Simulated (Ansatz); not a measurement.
# CH3AlF2Si: one species, many methods

The task here is to estimate one member of a computed series from the others.

Method: functionals in def2-TZVPP, the program's frozen cores in correlated methods; program: Ansatz 0.2.0, Gaussian basis.

The runs, in order: LDA (SPW92), PBE-D4, revPBE-D4, BLYP-D4, r2SCAN-D4, B97M-V, PBE0-D4, B3LYP-D4, r2SCANh-D4, r2SCAN0-D4, HSE06-D4, BHLYP-D4, CAM-B3LYP-D4, LC-ωPBE, ωB97X-V, ωB97M-V, B2PLYP, PBE-QIDH; CCSD(T)/def2-SVP; CCSD(T)/def2-TZVPP; MP2/def2-QZVPP; extrapolation to the limit; RPA on PBE.

### Structure used throughout

All runs share one geometry, relaxed beforehand with PBE0-D4 in a triple-zeta def2 set.

8 atoms, charge 0, spin multiplicity 1.

Atoms are counted from 1 here; the program's logs count them from 0.

Bond lengths: F1–C2 1.356 Å, C2–Al4 1.931 Å, C2–Si5 1.733 Å, F3–Al4 1.649 Å, Al4–H6 1.575 Å, Si5–H7 1.475 Å, Si5–H8 1.480 Å. Angles: F1–C2–Al4 121.2°, F1–C2–Si5 122.2°, Al4–C2–Si5 116.6°, C2–Al4–F3 120.3°, C2–Al4–H6 120.7°, F3–Al4–H6 119.1°, C2–Si5–H7 115.7°, C2–Si5–H8 127.0°, H7–Si5–H8 117.3°.

Set-up of the first run:

Contents of in.yaml:

```yaml
crystal:
  periodic: [false, false, false]
  atoms:
    - {symbol: F, position_ang: [1.160936, -1.364192, 1.158512]}
    - {symbol: C, position_ang: [0.435374, -0.536142, 0.366857]}
    - {symbol: F, position_ang: [-0.092078, 1.519807, 2.636247]}
    - {symbol: Al, position_ang: [-0.319966, 1.101021, 1.057737]}
    - {symbol: Si, position_ang: [0.136020, -0.882831, -1.304755]}
    - {symbol: H, position_ang: [-1.159661, 2.053585, 0.126807]}
    - {symbol: H, position_ang: [-0.670289, 0.115119, -2.031524]}
    - {symbol: H, position_ang: [0.601664, -2.063468, -2.065680]}
basis:
  gaussian: {orbitals: def2-TZVPP}
hamiltonian: {xc: lda}
output: {orbitals: {seedname: orbitals}}
```

Run with:

```sh
> ansatz run in.yaml --threads 2 --pin off --events-out ev --progress --plain --max-ram 4352MiB
```

Among the steps run: LDA; PBE-D4 (GGA); revPBE-D4 (GGA); BLYP-D4 (GGA); r2SCAN-D4 (meta-GGA); B97M-V (meta-GGA); PBE0-D4 (hybrid); B3LYP-D4 (hybrid); r2SCANh-D4 (hybrid); r2SCAN0-D4 (hybrid); HSE06-D4 (hybrid); BHLYP-D4 (hybrid); CAM-B3LYP-D4 (range-separated); LC-ωPBE (range-separated); ωB97X-V (range-separated); ωB97M-V (range-separated); B2PLYP (double hybrid); PBE-QIDH (double hybrid).

One of the session's tables, all rows but one given; the rest of the session is left out.

It belongs to the step «Frontier levels by functional». 

| functional | HOMO (eV) | LUMO (eV) | gap (eV) |
| --- | --- | --- | --- |
| LDA (SPW92) | -6.13 | -3.05 | 3.08 |
| PBE-D4 | -5.94 | -2.83 | 3.12 |
| revPBE-D4 | -5.87 | -2.74 | 3.13 |
| BLYP-D4 | -5.77 | -2.68 | 3.09 |
| r2SCAN-D4 | -6.13 | -2.68 | 3.45 |
| B97M-V | -6.16 | -2.71 | 3.45 |
| PBE0-D4 | -6.92 | -2.07 | 4.86 |
| B3LYP-D4 | -6.71 | -2.24 | 4.47 |
| r2SCANh-D4 | -6.50 | -2.40 | 4.10 |
| r2SCAN0-D4 | ? | ? | ? |
| HSE06-D4 | -6.53 | -2.44 | 4.09 |
| BHLYP-D4 | -7.73 | -1.20 | 6.54 |
| CAM-B3LYP-D4 | -8.09 | -1.04 | 7.05 |
| LC-ωPBE | -9.32 | -0.01 | 9.31 |
| ωB97X-V | -9.01 | -0.06 | 8.96 |
| ωB97M-V | -8.93 | -0.22 | 8.71 |

**Question.** Estimate the row for r2SCAN0-D4.

Worked estimate for «HOMO (eV)». Against the share of exact exchange, r2SCAN-D4 (0, -6.13), r2SCANh-D4 (0.1, -6.50) give a slope of -3.70 per unit share; at 0.25 the line stands at -7.05.

**Answer.** HOMO (eV): -7.05; LUMO (eV): -1.99; gap (eV): 5.07. In «HOMO (eV)» the line misses by 0.00.
